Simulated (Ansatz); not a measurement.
VCrC2: equation of state with r2SCAN

Crystal: VCrC2.

```
Cr V C
1.0
     1.46063    0.84330    4.73939
    -1.46063    0.84330    4.73939
     0.00000   -1.68659    4.73939
Cr V C
1 1 2
Cartesian
  0.0000 0.0000 7.1091
  0.0000 0.0000 0.0000
  0.0000 0.0000 3.5369
  0.0000 0.0000 10.6813
```

The cell comes from a database or a generator and needn't be the stable form of this composition.

- Program: Ansatz 0.2.0
- Task: equation of state
- Functional: r2SCAN
- Potentials or basis: Ansatz PAW
- Cutoff: 500 eV
- Density cutoff: 2000 eV
- k mesh: 11 × 11 × 11
- Occupations: fermi-dirac, width 0.05 eV
- Spin: collinear spin, ferromagnetic start
- Starting moments: [3.0, 2.0, 0.0, 0.0] μB

```yaml
Equilibrium_volume: 8.89 Å³/atom
Bulk_modulus_at_fixed_shape_and_positions: 287 GPa
Pressure_derivative_of_the_bulk_modulus: 4.1
```

Energy against volume, from the lowest point:
| volume (Å³/atom) | energy (meV/atom) |
| --- | --- |
| 8.231 | 48.79 |
| 8.406 | 25.15 |
| 8.581 | 9.63 |
| 8.757 | 1.49 |
| 8.932 | 0.00 |
| 9.107 | 4.53 |
| 9.282 | 14.49 |

All runs of the series together: 8.5 min on 2 threads of Intel(R) Xeon(R) Processor @ 2.50GHz (Skylake/Cascade Lake) (shared host).

Caveat: the magnetic or orbital state may not be the lowest; the cell was scaled at fixed shape and fractional positions, which overstates the stiffness of a crystal with free parameters, most of all of layers and chains; the PAW data sets were made with another functional, which shifts forces and pressure a little.
